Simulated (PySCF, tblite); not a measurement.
# C6H9NOSi: geometry, infrared bands and NMR shifts

What infrared bands and NMR shifts should C6H9NOSi (`N#C[C@@H]1[SiH2]C[C@@]12C[C@H]2O`) show?

Programs: tblite 0.8.0 and PySCF 2.14.0, with density-fitted response routines of our own. Each step states its level of theory. These are calculated values for one molecule in the gas phase, unless marked as measured. Atoms count from 0, in the outputs and in this text.

### Step 1. Starting geometry

18 atoms, charge 0, multiplicity 1; geometry from: force field or distance geometry start.

Bonds of the start (Å): N0–C1 1.16, C1–C2 1.44, C2–Si3 1.89, Si3–C4 1.90, C4–C5 1.51, C5–C6 1.52, C6–C7 1.51, C7–O8 1.42, C5–C2 1.51, C7–C5 1.52, C2–H9 1.10, Si3–H10 1.50, Si3–H11 1.48, C4–H12 1.10, C4–H13 1.10, C6–H14 1.09, C6–H15 1.07, C7–H16 1.08, O8–H17 0.98.

### Step 2. Geometry optimisation with GFN2-xTB

What the job is given:

```
{"job": {"kind": "relax", "xc": "GFN2-xTB", "basis": "xTB"}, "charge": 0, "multiplicity": 1}
N     -2.121600     0.652800     2.258500
C     -1.665000     0.625100     1.188600
C     -1.039200     0.576400    -0.104900
Si    -1.639400    -0.892900    -1.130600
C     -0.012300    -1.481100    -0.356900
C      0.346100    -0.029400    -0.131100
C      1.555500     0.641200    -0.752100
C      1.504600     0.426400     0.739500
O      1.285800     1.606700     1.506300
H     -1.122700     1.524300    -0.651800
H     -2.848800    -1.619700    -0.636400
H     -1.572600    -0.702400    -2.593200
H     -0.137400    -2.057800     0.565900
H      0.646600    -2.024300    -1.053700
H      1.459100     1.665100    -1.107400
H      2.250800     0.034100    -1.302100
H      2.157600    -0.332600     1.153200
H      0.944300     1.394200     2.396600
```

The run is started by

```sh
OMP_NUM_THREADS=1 python probes_run.py task.json out
```

The driver reads the jobs from task.json and runs them one after another.

**Question.** This job is followed by: GFN2-xTB harmonic vibrations, gas phase; GIAO PBE0/pcSseg-1 NMR shielding, non-relativistic, gas phase. What will the session give for the following? strongest single infrared mode (GFN2-xTB); zero-point energy (GFN2-xTB); 13C shifts against TMS (PBE0/pcSseg-1); 1H shifts against TMS (PBE0/pcSseg-1); 15N shifts against NH3 (PBE0/pcSseg-1); 29Si shifts against TMS (PBE0/pcSseg-1); 17O shifts against H2O (PBE0/pcSseg-1); surface potential, 1st and 99th percentile.

The runs gave:

```
                                 quantity                                                     value
strongest single infrared mode (GFN2-xTB)                                     2376 cm⁻¹, 344 km/mol
             zero-point energy (GFN2-xTB)                                             83.1 kcal/mol
   13C shifts against TMS (PBE0/pcSseg-1)                   128.1, 62.7, 29.4, 23.6, 20.0, 15.9 ppm
    1H shifts against TMS (PBE0/pcSseg-1)  5.01, 4.89, 3.59, 2.93, 2.21, 2.04, 1.14, 0.83, 0.81 ppm
   15N shifts against NH3 (PBE0/pcSseg-1)                                                 298.1 ppm
  29Si shifts against TMS (PBE0/pcSseg-1)                                                 -37.5 ppm
   17O shifts against H2O (PBE0/pcSseg-1)                                                  39.0 ppm
    surface potential, 1st and 99th percentile                                        -1.75 V and 1.65 V
```

In words: The optimisation took 86 steps and gained 0.305 eV; among the close pairs (by a distance rule), C2–Si3 changed most, from 1.890 to 1.941 Å. All 48 modes are real, so the xTB geometry is a minimum. The strongest single mode, at 2376 cm⁻¹, moves mainly C1 and N0. GFN2-xTB is a fitted tight-binding method: band positions and strengths are rough. Its intensities can rank the bands wrongly. At PBE0/pcSseg-1: Shielding is most anisotropic at N0 (span 466 ppm, paramagnetic term -372 ppm). By nearest atom (PBE0/pcSseg-1), the HOMO sits on O8 21 %; C5, C7 about 19 % each and the LUMO on Si3 27 %; H10, H11 about 19 % each.
